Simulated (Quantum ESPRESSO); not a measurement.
# PtSe (P6_3mc) in Quantum ESPRESSO: settings compared, part 3 of 3

Quantum ESPRESSO 7.5. The steps go on from the part before.

## (5) Phonons, PW91

pw.in reads:

```
&CONTROL
  calculation = 'scf'
  prefix = 'pwscf'
  outdir = './tmp'
  pseudo_dir = './pseudo'
  tprnfor = .true.
  tstress = .true.
  disk_io = 'low'
/
&SYSTEM
  ibrav = 0
  celldm(1) = 8
  nat = 4
  ntyp = 2
  ecutwfc = 45
  ecutrho = 360
  nbnd = 31
  input_dft = 'pw91'
  occupations = 'smearing'
  smearing = 'fd'
  degauss = 0.00367493
/
&ELECTRONS
  conv_thr = 8d-10
  electron_maxstep = 120
  mixing_beta = 0.5
/
ATOMIC_SPECIES
Pt   195.0840 pt_pbe_v1.4.uspp.F.UPF
Se    78.9710 se_pbe_v1.uspp.F.UPF
CELL_PARAMETERS alat
  1.0136992111482   0.0000000000000   0.0000000000000
 -0.5068496043930   0.8778892669192   0.0000000000000
  0.0000000000000   0.0000000000000   1.6602052595025
ATOMIC_POSITIONS crystal
Pt     0.6666666667    0.3333333333    0.0000000000
Pt     0.3333333333    0.6666666667    0.5000000000
Se     0.6666666667    0.3333333333    0.6252000000
Se     0.3333333333    0.6666666667    0.1252000000
K_POINTS automatic
4 4 2 0 0 1
```

relax.in reads:

```
&CONTROL
  calculation = 'vc-relax'
  prefix = 'pwscf'
  outdir = './tmp'
  pseudo_dir = './pseudo'
  tprnfor = .true.
  tstress = .true.
  disk_io = 'low'
  nstep = 40
  forc_conv_thr = 0.0001
  etot_conv_thr = 1d-06
/
&SYSTEM
  ibrav = 0
  celldm(1) = 8
  nat = 4
  ntyp = 2
  ecutwfc = 45
  ecutrho = 360
  nbnd = 31
  input_dft = 'pw91'
  occupations = 'smearing'
  smearing = 'fd'
  degauss = 0.00367493
/
&ELECTRONS
  conv_thr = 8d-10
  electron_maxstep = 120
  mixing_beta = 0.5
/
&IONS
  ion_dynamics = 'bfgs'
/
&CELL
  cell_dynamics = 'bfgs'
  press = 0
  press_conv_thr = 0.2
/
ATOMIC_SPECIES
Pt   195.0840 pt_pbe_v1.4.uspp.F.UPF
Se    78.9710 se_pbe_v1.uspp.F.UPF
CELL_PARAMETERS alat
  1.0136992111482   0.0000000000000   0.0000000000000
 -0.5068496043930   0.8778892669192   0.0000000000000
  0.0000000000000   0.0000000000000   1.6602052595025
ATOMIC_POSITIONS crystal
Pt     0.6666666667    0.3333333333    0.0000000000
Pt     0.3333333333    0.6666666667    0.5000000000
Se     0.6666666667    0.3333333333    0.6252000000
Se     0.3333333333    0.6666666667    0.1252000000
K_POINTS automatic
4 4 2 0 0 1
```

scf2.in reads:

```
&CONTROL
  calculation = 'scf'
  prefix = 'pwscf'
  outdir = './tmp'
  pseudo_dir = './pseudo'
  tprnfor = .true.
  tstress = .true.
  disk_io = 'low'
/
&SYSTEM
  ibrav = 0
  celldm(1) = 8
  nat = 4
  ntyp = 2
  ecutwfc = 45
  ecutrho = 360
  nbnd = 31
  input_dft = 'pw91'
  occupations = 'smearing'
  smearing = 'fd'
  degauss = 0.00367493
/
&ELECTRONS
  conv_thr = 1d-13
  electron_maxstep = 120
  mixing_beta = 0.5
  startingpot = 'file'
  startingwfc = 'file'
/
ATOMIC_SPECIES
Pt   195.0840 pt_pbe_v1.4.uspp.F.UPF
Se    78.9710 se_pbe_v1.uspp.F.UPF
CELL_PARAMETERS alat
  0.9717255870063  -0.0000000006583   0.0000000000000
 -0.4858627929331   0.8415390441840   0.0000000000000
  0.0000000000000   0.0000000000000   1.4949405182719
ATOMIC_POSITIONS crystal
Pt     0.6666666666    0.3333333332    0.0060969928
Pt     0.3333333332    0.6666666666    0.5060969928
Se     0.6666666666    0.3333333332    0.6191030072
Se     0.3333333332    0.6666666666    0.1191030072
K_POINTS automatic
4 4 2 0 0 1
```

ph.in reads:

```
phonons of PtSe
&INPUTPH
  prefix = 'pwscf'
  outdir = './tmp'
  tr2_ph = 1d-18
  fildyn = 'dyn'
  niter_ph = 90
  alpha_mix(1) = 0.4
/
0.0000000000 0.0000000000 0.0000000000
```

dynmat.in reads:

```
&INPUT
  fildyn = 'dyn'
  asr = 'crystal'
  filout = 'dynmat.disp'
  fileig = 'dynmat.eig'
/
```

Potentials or basis: GBRV 1.5 PBE.

On the command line:

```sh
$ OMP_NUM_THREADS=1 mpirun -n 4 pw.x -nk 2 -in pw.in > pw.out
$ OMP_NUM_THREADS=1 mpirun -n 4 pw.x -nk 2 -in relax.in > relax.out
$ OMP_NUM_THREADS=1 mpirun -n 4 pw.x -nk 2 -in scf2.in > scf2.out
$ OMP_NUM_THREADS=1 mpirun -n 4 ph.x -nk 2 -in ph.in > ph.out
$ OMP_NUM_THREADS=1 mpirun -n 1 dynmat.x -in dynmat.in > dynmat.out
```

pw.out:

```text
This program is part of the open-source Quantum ESPRESSO suite
     for quantum simulation of materials; please cite
         "P. Giannozzi et al., J. Phys.:Condens. Matter 21 395502 (2009);
         "P. Giannozzi et al., J. Phys.:Condens. Matter 29 465901 (2017);
         "P. Giannozzi et al., J. Chem. Phys. 152 154105 (2020);
     in publications or presentations arising from this work. More details at

     IMPORTANT: XC functional enforced from input :
     Exchange-correlation= PW91
                           (   1   4   2   2   0   0   0)
     Any further DFT definition will be discarded
     Please, verify this is what you really want

     Message from routine setup:
     using ibrav=0 with symmetry is DISCOURAGED, use correct ibrav instead

     K-points division:     npool     =       2
     Subspace diagonalization in iterative solution of the eigenvalue problem:
     a serial algorithm will be used

     --------------------
     sticks:   dense  smooth     PW     G-vecs:    dense   smooth      PW
[... 221 lines left out ...]

     the Fermi energy is     7.0854 ev

!    total energy              =    -509.28626395 Ry
     estimated scf accuracy    <          2.4E-10 Ry
     smearing contrib. (-TS)   =      -0.00477765 Ry
     internal energy E=F+TS    =    -509.28148630 Ry

     The total energy is F=E-TS. E is the sum of the following terms:
     one-electron contribution =    -188.56645608 Ry
     hartree contribution      =     112.51820791 Ry
     xc contribution           =    -173.43070526 Ry
     ewald contribution        =    -259.80253287 Ry

     convergence has been achieved in  11 iterations

     negative rho (up, down):  3.565E-01 0.000E+00

     Forces acting on atoms (cartesian axes, Ry/au):

     atom    1 type  1   force =     0.00000000    0.00000000   -0.00288110
     atom    2 type  1   force =     0.00000000   -0.00000000   -0.00288110
     atom    3 type  2   force =    -0.00000000   -0.00000000    0.00288110
     atom    4 type  2   force =     0.00000000   -0.00000000    0.00288110

     Total force =     0.005762     Total SCF correction =     0.000002

     Computing stress (Cartesian axis) and pressure

     negative rho (up, down):  3.565E-01 0.000E+00
          total   stress  (Ry/bohr**3)                   (kbar)     P=     -110.80
  -0.00068868   0.00000000   0.00000000         -101.31        0.00        0.00
   0.00000000  -0.00068868   0.00000000            0.00     -101.31        0.00
   0.00000000   0.00000000  -0.00088222            0.00        0.00     -129.78

=------------------------------------------------------------------------------=
   JOB DONE.
=------------------------------------------------------------------------------=
```

Wall time 8.4 min (4 MPI ranks of AMD EPYC (Zen 3), shared host); peak memory 0.56 GiB.

Results:

```yaml
Free_energy: -6930.0478 eV
Relaxed_volume: 23.19 Å³/atom
Relaxed_cell: a = 4.114 Å, b = 4.114 Å, c = 6.329 Å, α = 90.00°, β = 90.00°, γ = 120.00°
Space_group_after_relaxing_to_0.05_Å: P6_3mc (No. 186)
Pressure_after_relaxing: -0.1 GPa
Band_gap_on_the_k_mesh: none (metal or under the smearing width)
Highest_phonon_frequency_at_Γ: 200 cm⁻¹
```

The path:
```tsv
step	energy change (eV)	largest force (eV/Å)	pressure (GPa)	volume (Å³)
1	0.0000	0.0741	-11.08	112.09
2	-0.3992	0.0936	-8.93	105.88
3	-0.7641	0.0527	-4.11	97.68
4	-0.8275	0.1861	2.32	91.12
5	-0.8424	0.0913	0.02	93.14
6	-0.8456	0.1020	0.00	93.16
7	-0.8489	0.1089	-0.02	93.17
8	-0.8532	0.1127	-0.05	93.16
9	-0.8580	0.1100	-0.08	93.13
10	-0.8615	0.0907	-0.12	93.03
11	-0.8624	0.0743	-0.10	92.97
12	-0.8638	0.0429	-0.06	92.87
13	-0.8644	0.0052	0.02	92.72
14	-0.8645	0.0009	0.00	92.75
```

Final structure:
```xyz
4
Lattice="4.1137 0.0000 0.0000 -2.0569 3.5626 0.0000 0.0000 0.0000 6.3287" Properties=species:S:1:pos:R:3 pbc="T T T"
Pt    2.0569    1.1875    0.0386
Pt    0.0000    2.3751    3.2029
Se    2.0569    1.1875    3.9181
Se    0.0000    2.3751    0.7538
```

Levels at points of the mesh, in eV from the Fermi level:
```tsv
k point	band 20	band 21	band 22	band 23	band 24	band 25
(0.00, 0.00, 0.25)	0.50	0.95	0.95	2.11	2.11	2.32
```

Phonon frequencies in cm⁻¹ (negative: imaginary):
| q point | frequencies |
| --- | --- |
| (0.000, 0.000, 0.000) | -9 -9 -1 -1 2 75 137 156 156 161 161 200 |

Optical modes at Γ, degenerate ones joined:
```tsv
cm⁻¹	components	symmetry	active in
9i	2	E2	Raman
75	1	B1	silent
137	1	A1	IR and Raman
156	2	E1	IR and Raman
161	2	E2	Raman
200	1	B1	silent
```

Caveat: the k mesh is coarse (spacing up to 0.45 Å⁻¹), so the values aren't converged; the mesh is thin for the phonons of a metal; the potentials were made for another functional, which shifts forces and pressure; the volume moved by over 15 % at a fixed basis, so the end points are rough.

## (6) Summary

| level | potentials or basis | form of the LDA correlation | gap on the mesh (eV) | pressure (GPa) |
| --- | --- | --- | --- | --- |
| LDA | GBRV 1.5 LDA | PZ81 | none | -0.1 |
| PBE | GBRV 1.5 PBE | - | none | -0.1 |
| PBEsol | GBRV 1.5 PBEsol | - | none | -0.1 |
| PW91 | GBRV 1.5 PBE | - | none | -0.1 |

Alike in all rows: task phonons; no spin polarisation; cell relaxed; k mesh 4 × 4 × 2, shifted; cutoff (eV) 612; smearing fermi-dirac 0.05 eV; the mesh is coarse, so values aren't converged.

Caveats: all runs use coarse meshes; the mesh is thin for the phonons of a metal; the volume moved by over 15 % at a fixed basis, so the end points are rough; some modes are imaginary (some runs); the potentials were made for another functional, which shifts forces and pressure (some runs).

Absolute energies hang on the potentials; compare differences alone.
